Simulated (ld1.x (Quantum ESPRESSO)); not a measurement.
# Al, RRKJ: a sweep of the scale of all radii, part 2 of 2

One potential is built and tested. Then the scale of all radii is changed, to learn what it costs or gains.

ld1.x (Quantum ESPRESSO) 7.5; first potential PBE, scalar-relativistic. The steps go on from the part before.

### Step 5. Plane-wave convergence, by spherical Bessel functions

A separate test, outside the generator: the pseudo-atom's Hamiltonian at the reference potential is diagonalised in spherical Bessel functions j_l(qr) that vanish at 20 bohr, with q² up to the cutoff.

All-electron valence levels (Ry): 3s -0.5698, 3p -0.1993. The lowest levels of each channel (Ry) by cutoff; the last column sums, over occupied levels, occupation times the distance from the level at 400 Ry. A positive value at high cutoff is not a bound level.

| cutoff (Ry) | s #1 | p #1 | d #1 | f #1 | Σ f·Δε (mRy) |
| --- | --- | --- | --- | --- | --- |
| 8 | -0.5522 | -0.1991 | 0.0461 | 0.1021 | 35.4 |
| 10 | -0.5545 | -0.1992 | 0.0461 | 0.1021 | 30.9 |
| 12 | -0.5546 | -0.1993 | 0.0461 | 0.1021 | 30.5 |
| 15 | -0.5552 | -0.1993 | 0.0461 | 0.1021 | 29.3 |
| 18 | -0.5585 | -0.1993 | 0.0461 | 0.1021 | 22.6 |
| 25 | -0.5648 | -0.1993 | 0.0461 | 0.1021 | 10.0 |
| 30 | -0.5680 | -0.1993 | 0.0461 | 0.1021 | 3.6 |
| 35 | -0.5694 | -0.1993 | 0.0461 | 0.1021 | 0.8 |
| 40 | -0.5698 | -0.1993 | 0.0461 | 0.1021 | 0.1 |
| 45 | -0.5698 | -0.1993 | 0.0461 | 0.1021 | 0.0 |
| 400 | -0.5698 | -0.1993 | 0.0461 | 0.1021 | 0.0 |

The sum stays within 10 mRy from 25 Ry and within 1 mRy from 35 Ry. The sum leaves out empty levels, which can need more. Ghost test: no level below the all-electron spectrum of its channel (s, p, d, f tested).

### Step 6. Changed: scale of all radii = 1.12

Al.in reads:

```
 &input
   title='Al', zed=13., rel=1, dft='PBE', iswitch=3,
   config='[Ne] 3s2 3p1',
   nld=2, rlderiv=3.35, eminld=-3.0, emaxld=5.0, deld=0.02
 /
 &inputp
   pseudotype=2, tm=.false., rho0=0.02, lloc=1,
   nlcc=.true.,
   file_pseudopw='Al.UPF', file_wfcaegen='ae.wfc', file_wfcncgen='nc.wfc', file_beta='beta', file_chi='chi'
 /
2
3S  1  0   2.00   0.00  2.30  2.30  0.0
3P  2  1   1.00   0.00  3.08  3.08  0.0
 &test
   configts(1)='3s2 3p1'
 /
```

Started as:

```sh
$ ld1.x < Al.in > Al.out
```

What the program wrote to Al.out (without the banner and most projector matrices):

```text
     Program LD1 v.7.5
     [... all-electron run as in step 2 ...]


     --------------------- Generating NC pseudopotential ---------------------

      Generating local pot.: lloc=1, matching radius rcloc =   3.0800

      Computing core charge for nlcc:

       r > 1.31 : true rho core
       r < 1.31 : rho core = a sin(br)/r    a=   1.82  b=   2.07

      Integrated core pseudo-charge :   1.46

      Wfc   3S  rcut= 2.305  Estimated cut-off energy=        8.60 Ry
      Using 4 Bessel functions for this wfc, rho(0) = 0.020
      This function has    0 nodes for 0 < r <    2.305

     ------------------- End of pseudopotential generation -------------------

     [... all-electron run as in step 2 ...]


     Computing logarithmic derivative in   3.33282
     Computing logarithmic derivative in   3.33282
     Computing the partial wave expansion
     R is outside the sphere for l=    0 j= 0.00
       no projector for channel:   1

     ---------------------- Testing the pseudopotential ----------------------

     Al
     scalar relativistic calculation

     atomic number is 13.00   valence charge is  3.00
     dft =PBE   lsd =0 sic =0 latt =0  beta=0.20 tr2=1.0E-14
     mesh =1135 r(mesh) = 100.48924 xmin = -7.00 dx = 0.01250

     n l     nl             e AE (Ry)        e PS (Ry)    De AE-PS (Ry)
     1 0     3S   1( 2.00)       -0.56982       -0.56982        0.00000
     2 1     3P   1( 1.00)       -0.19934       -0.19934        0.00000

     eps = 7.8E-17  iter =  9

     Etot =    -485.370441 Ry,    -242.685221 Ha,   -6603.801277 eV
     Etotps =    -5.199276 Ry,      -2.599638 Ha,     -70.739751 eV

     Ekin =       1.217675 Ry,       0.608838 Ha,      16.567315 eV
     Encl =      -6.862382 Ry,      -3.431191 Ha,     -93.367464 eV
     Ehrt =       2.884055 Ry,       1.442027 Ha,      39.239563 eV
     Ecxc =      -2.621507 Ry,      -1.310753 Ha,     -35.667416 eV
     (Ecc =      -1.274256 Ry,      -0.637128 Ha,     -17.337135 eV)
     Epseu=       0.182883 Ry,       0.091442 Ha,       2.488251 eV

     ---------------------- End of pseudopotential test ----------------------
```

Run time: 0.74 s. Hardware: 1 thread, shared host. This counts the later configuration tests of the new file too.

The test run was repeated on this file; only its results are given.

Excitation and ionisation energies from 3s2 3p1, with the error of the potential.

| valence configuration | charge | ΔE all-electron (eV) | error AE − PS (meV) |
| --- | --- | --- | --- |
| 3s2 3p0 | +1 | 5.761 | 0.0 |
| 3s1 3p0 | +2 | 24.987 | +8.4 |
| 3s2 3p0.5 | +0.5 | 2.086 | 0.0 |
| 3s1 3p2 | 0 | 5.139 | -2.1 |
| 3s0 3p3 | 0 | 10.451 | -8.4 |
| 3s1 3p1 | +1 | 11.571 | +2.6 |
| 3s2 3p1.3 | -0.3 | -0.575 | 0.0 |

Compared with the first run, the loose cutoff goes from 25 Ry to 21 Ry, the largest test error goes from +16 to -8.4 meV and there is no bound ghost.

### Step 7. Comparison

This closing draws on all 2 parts.

Cutoffs, loose and tight: the cutoffs (Ry, on a coarse ladder) from which the occupation-weighted sum of valence levels, in a spherical-Bessel basis at the reference potential, stays within 10 and 1 mRy of its value at 400 Ry; empty and scattering waves don't count. The number of plane waves in a given cell goes as the cutoff to the power 3/2; it is given for the loose cutoff, relative to the first potential. Test errors are all-electron less pseudo. The phase difference is the largest within 1 Ry of zero, over the channels with partial waves.

| scale of all radii | outcome | cutoff, loose | cutoff, tight | plane waves, relative | bound ghosts | largest test error (meV) | phase difference near zero (rad) |
| --- | --- | --- | --- | --- | --- | --- | --- |
| 1 (first) | generated | 25 Ry | 35 Ry | 1.00 | none | +16 | 0.004 |
| 1.12 | generated | 21 Ry | 30 Ry | 0.77 | none | -8.4 | 0.006 |

**Reading.** The loose cutoff is 25 Ry at 1 and 21 Ry at 1.12. The largest test error is 16 meV at 1 and 8.4 meV at 1.12.

The first potential by itself. The worst unpolarised test, 3s1 3p0, is off by 16 meV on 25.0 eV; by total energies transferability rates as good. By its cutoff, 25 Ry for the looser tolerance, it is soft on the atom at that tolerance. The slowest occupied level is 3s: taken alone it needs 35 Ry to come within 1 mRy, against 6 Ry or less for 3p. No bound ghost shows below the valence levels.
